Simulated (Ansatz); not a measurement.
Here is an Ansatz 0.2.0 calculation.

Contents of input.yaml:

```yaml
crystal:
  lattice:
    - [3.85404, 0.14384, 0.09012]
    - [-0.2532, 5.52698, 0.16471]
    - [-0.48197, -1.9272, 5.72025]
  atoms:
    - { symbol: H, position: [0.094166, 0.652494, 0.550054] }
    - { symbol: Pb, position: [0.605285, 0.515642, 0.155095] }
    - { symbol: "N", position: [0.92822, 0.966293, 0.95871] }
    - { symbol: O, position: [0.016478, 0.129581, 0.877625] }
    - { symbol: O, position: [0.709778, 0.001138, 0.128668] }
    - { symbol: O, position: [0.007816, 0.744539, 0.869683] }
    - { symbol: O, position: [0.104785, 0.589885, 0.374456] }
kpoints:
  mp_grid: { grid: [7, 5, 5] }
scf:
  occupations: { method: fermi_dirac, width: 0.05 }
hamiltonian:
  xc: pbe
  pseudopotentials: { kind: all_electron, lapw: { basis_error: 0.002 } }
output:
  forces: true
  stress: true
  eigenvalues: true
  populations: true
```

Potentials or basis: all-electron LAPW, scalar-relativistic.

Launch:

```console
$ ansatz run input.yaml --threads 8 --pin off --max-ram 24576MiB --backend cpu --events-out ev --progress --plain --runs-dir out
```

Question: What does it give for the pressure?

Answer: 0.5 GPa.

Question: What does it give for the Loewdin charges?

Answer: H +0.36; Pb +1.01; N +0.78; O -0.31, -0.43, -0.37, -0.73 e.

Question: Predict the largest force.

Answer: 3.629 eV/Å.

Question: What does it give for the band gap on the k mesh?

Answer: 3.24 eV, indirect (least direct gap 3.34 eV).

Forces on the atoms (eV/Å):
```
H    0.248  0.019 -1.502
Pb  -0.209  0.124 -0.210
N   -2.567 -2.307  1.125
O    0.381  2.584  0.057
O    1.454  1.043 -0.938
O    0.666 -1.448 -0.310
O    0.026 -0.016  1.778
```

Caveat: spin-orbit coupling is left out, which as a rule narrows the gap of such compounds by several tenths of an eV; an odd mesh through Γ misses points on the zone boundary, where band edges often lie.
